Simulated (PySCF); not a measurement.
# C2H9NSi (SMILES CN(C)[SiH3]) at 6 levels

We compute a comparison of 6 runs (HF/STO-3G, HF/3-21G, B2PLYP/6-31G*, B3LYP/6-31G*, wB97M-V/6-31G*, SCS-MP2/6-31G*) of C2H9NSi. 

The calculation is run with PySCF 2.14.0.

1 further run of the same task is left out (set aside as unsound or not needed).

**1. The structure to begin with**

The species is C2H9NSi (13 atoms), meant as a singlet with charge 0. SMILES: `CN(C)[SiH3]`. The C3–H9 distance was set to 1.651 Å, away from the relaxed value. At this shape a bond of the SMILES string is far longer than usual.

Bond lengths: C1–N2 1.442 Å, N2–C3 1.442 Å, N2–Si4 1.717 Å, C1–H5 1.101 Å, C1–H6 1.097 Å, C1–H7 1.092 Å, C3–H8 1.097 Å, C3–H10 1.092 Å, Si4–H11 1.497 Å, Si4–H12 1.487 Å, Si4–H13 1.487 Å. Some angles: C1–N2–C3 113.7°, C1–N2–Si4 120.9°, C3–N2–Si4 120.9°, N2–C1–H5 112.8°, N2–C1–H6 110.4°, N2–C1–H7 110.5°, N2–C3–H8 110.4°, N2–C3–H10 110.5°, N2–Si4–H11 115.3°, N2–Si4–H12 107.9°. A long bond or contact: C3–H9 1.651 Å.

**2. The energy at HF/STO-3G (run 1)**

input.py reads:

```python
from pyscf import gto

system = gto.M(
    atom='''
C   -1.159777   0.950758  -0.121384
N   -0.370677   0.000658   0.622916
C    0.950923   0.476058   0.949716
Si  -0.710777  -1.681142   0.547916
H   -0.722477   1.191758  -1.102484
H   -1.253877   1.890758   0.436616
H   -2.167077   0.562958  -0.289384
H    0.891023   1.408358   1.525016
H    1.870100   0.778300  -0.388400
H    1.480723  -0.257442   1.561716
H   -0.237677  -2.376042  -0.691084
H   -2.186077  -1.853042   0.613016
H   -0.040777  -2.335442   1.702716
''',
    max_memory=1860,
    basis='sto-3g',
    verbose=3,
)

hf = system.RHF()
hf.conv_tol = 1e-10
hf.kernel()
if not hf.converged:
    hf = hf.newton().run(hf.mo_coeff, hf.mo_occ)

e_final = hf.e_tot
print('E = %.10f Eh' % e_final)
```

Launch:

```sh
$ OMP_NUM_THREADS=1 python input.py
```

Standard output:

```text
converged SCF energy = -419.280648575381
E = -419.2806485754 Eh
```

It took 1.4 s on 1 thread of AMD EPYC 7R43 (Zen 3), shared host; peak memory 0.12 GiB.

**3. The energy at HF/3-21G (run 2)**

calc.py reads:

```python
from pyscf import gto, scf

mol = gto.M(
    atom='''
C   -1.159777   0.950758  -0.121384
N   -0.370677   0.000658   0.622916
C    0.950923   0.476058   0.949716
Si  -0.710777  -1.681142   0.547916
H   -0.722477   1.191758  -1.102484
H   -1.253877   1.890758   0.436616
H   -2.167077   0.562958  -0.289384
H    0.891023   1.408358   1.525016
H    1.870100   0.778300  -0.388400
H    1.480723  -0.257442   1.561716
H   -0.237677  -2.376042  -0.691084
H   -2.186077  -1.853042   0.613016
H   -0.040777  -2.335442   1.702716
''',
    max_memory=1860,
    spin=0,
    verbose=3,
    charge=0,
    basis='3-21g',
)

mf = scf.RHF(mol)
mf.conv_tol = 1e-10
mf.kernel()
if not mf.converged:
    mf = mf.newton().run(mf.mo_coeff, mf.mo_occ)

energy = mf.e_tot
print('E(%s) = %.9f' % ('HF', energy))
```

Launch:

```sh
$ OMP_NUM_THREADS=1 python calc.py
```

Standard output:

```text
converged SCF energy = -421.988272379084
E(HF) = -421.988272379
```

Wall time 1.2 s (1 thread of AMD EPYC 7R43 (Zen 3), shared host); peak memory 0.11 GiB.

**4. The energy at B2PLYP/6-31G(d) (spherical functions) (run 3)**

job.py reads:

```python
from pyscf import gto, dft, mp

mol = gto.M(
    atom='''
C       -1.159777       0.950758      -0.121384
N       -0.370677       0.000658       0.622916
C        0.950923       0.476058       0.949716
Si      -0.710777      -1.681142       0.547916
H       -0.722477       1.191758      -1.102484
H       -1.253877       1.890758       0.436616
H       -2.167077       0.562958      -0.289384
H        0.891023       1.408358       1.525016
H        1.870100       0.778300      -0.388400
H        1.480723      -0.257442       1.561716
H       -0.237677      -2.376042      -0.691084
H       -2.186077      -1.853042       0.613016
H       -0.040777      -2.335442       1.702716
''',
    max_memory=1860,
    spin=0,
    verbose=4,
    basis='6-31g*',
)

calc0 = dft.RKS(mol, xc='0.53*HF + 0.47*B88, 0.73*LYP')
calc0.grids.level = 5
calc0.conv_tol = 1e-10
calc0.kernel()
if not calc0.converged:
    calc0 = calc0.newton().run(calc0.mo_coeff, calc0.mo_occ)

pt = mp.MP2(calc0, frozen=8).run()
e_final = calc0.e_tot + 0.27 * pt.e_corr
print('PT2 part  %.8f' % (0.27 * pt.e_corr))
print('Final energy', e_final)
```

Launch:

```sh
$ OMP_NUM_THREADS=1 python job.py
```

Standard output:

```text
PySCF version 2.14.0

[... 83 lines left out ...]
converged SCF energy = -425.294965593062
[... 1 line left out ...]
******** <class 'pyscf.mp.mp2.RMP2'> ********
nocc = 13, nmo = 70
frozen orbitals 8
E(RMP2) = -425.92720748532  E_corr = -0.632241892257884
E(SCS-RMP2) = -425.929182440333  E_corr = -0.634216847270924
E_corr(same-spin) = -0.143623180890619
E_corr(oppo-spin) = -0.488618711367265
PT2 part  -0.17070531
Final energy -425.4656709039721
```

It took 19 s on 1 thread of AMD EPYC 7R43 (Zen 3), shared host; peak memory 0.4 GiB.

Runs 4 to 5 aren't shown in full; the table further down has their settings and results.

**5. The energy at SCS-MP2/6-31G(d) (spherical functions) (run 6)**

calc.py reads:

```python
from pyscf import gto, scf, mp

mol = gto.M(
    atom='''
C     -2.191661     1.796672    -0.229383
N     -0.700478     0.001243     1.177141
C      1.796984     0.899619     1.794703
Si    -1.343174    -3.176898     1.035411
H     -1.365284     2.252096    -2.083393
H     -2.369484     3.573015     0.825085
H     -4.095182     1.063836    -0.546857
H      1.683789     2.661411     2.881863
H      3.533977     1.470774    -0.733970
H      2.798161    -0.486495     2.951216
H     -0.449144    -4.490069    -1.305959
H     -4.131087    -3.501742     1.158432
H     -0.077057    -4.413346     3.217667
''',
    verbose=3,
    basis='6-31g*',
    charge=0,
    unit='bohr',
    max_memory=1860,
)

mf = scf.RHF(mol)
mf.conv_tol = 1e-10
mf.kernel()
if not mf.converged:
    mf = mf.newton().run(mf.mo_coeff, mf.mo_occ)

pt = mp.MP2(mf, frozen=8).run()
e_tot = mf.e_tot + 1.2 * pt.e_corr_os + pt.e_corr_ss / 3
print('E(%s) = %.9f' % ('SCS-MP2', e_tot))
```

Launch:

```sh
$ OMP_NUM_THREADS=1 python calc.py
```

Standard output:

```text
converged SCF energy = -424.252993948481
E(RMP2) = -424.763143247283  E_corr = -0.510149298802471
E(SCS-RMP2) = -424.765046511306  E_corr = -0.512052562824684
E(SCS-MP2) = -424.765046511
```

It took 2.7 s on 1 thread of AMD EPYC 7R43 (Zen 3), shared host; peak memory 0.17 GiB.

**6. Overview of the runs**

| run | level | frozen core orbitals | integration grid | energy (Eh) | dipole moment (D) of the reference | HOMO energy (eV) | LUMO energy (eV) | wall time |
| --- | --- | --- | --- | --- | --- | --- | --- | --- |
| 1 | HF/STO-3G | – | – | -419.280649 | 0.56 | -6.79 | 9.29 | 1.4 s |
| 2 | HF/3-21G | – | – | -421.988272 | 0.72 | -9.05 | 4.48 | 1.2 s |
| 3 | B2PLYP/6-31G* (spherical functions) | 8 | 5 | -425.465671 | 0.86 | -7.39 | 1.84 | 19 s |
| 4 | B3LYP/6-31G* (spherical functions) | – | 5 | -425.804049 | 0.90 | -6.08 | 0.25 | 22 s |
| 5 | wB97M-V/6-31G* (spherical functions) | – | 5 | -425.668219 | 0.83 | -8.45 | 2.48 | 3.1 min |
| 6 | SCS-MP2/6-31G* (spherical functions) | 8 | – | -424.765047 | 0.88 | -9.30 | 4.02 | 2.7 s |

**7. Results**

| quantity | value |
| --- | --- |
| run 6: total energy | -424.76505 Eh |
| run 6: dipole moment (Hartree–Fock density) | 0.88 D |
| run 6: HOMO energy (Hartree–Fock orbitals) | -9.30 eV |
| run 6: LUMO energy (Hartree–Fock orbitals) | 4.02 eV |
| run 6: HOMO–LUMO gap (Hartree–Fock orbitals) | 13.32 eV |
| run 6: correlation energy (8 core orbitals frozen) | -512.1 mEh |

**Reading.** Over runs 1, 2, 3, 4, 5 the dipole moment (its size) runs from 0.56 D (HF/STO-3G) to 0.90 D (B3LYP/6-31G*). The two ends differ in method and basis. Over runs 1, 2, 3, 4, 5 the HOMO–LUMO gap runs from 6.33 eV (B3LYP/6-31G*) to 16.08 eV (HF/STO-3G). Totals of different functionals can't be ranked against each other. In run 1 the basis is minimal, so the values are rough. In all runs a closed-shell determinant meets a far-stretched bond; if it breaks into open shells, such a determinant describes it badly, and no broken-symmetry solution was shown. All runs together took 3.9 min, the longest 3.1 min.
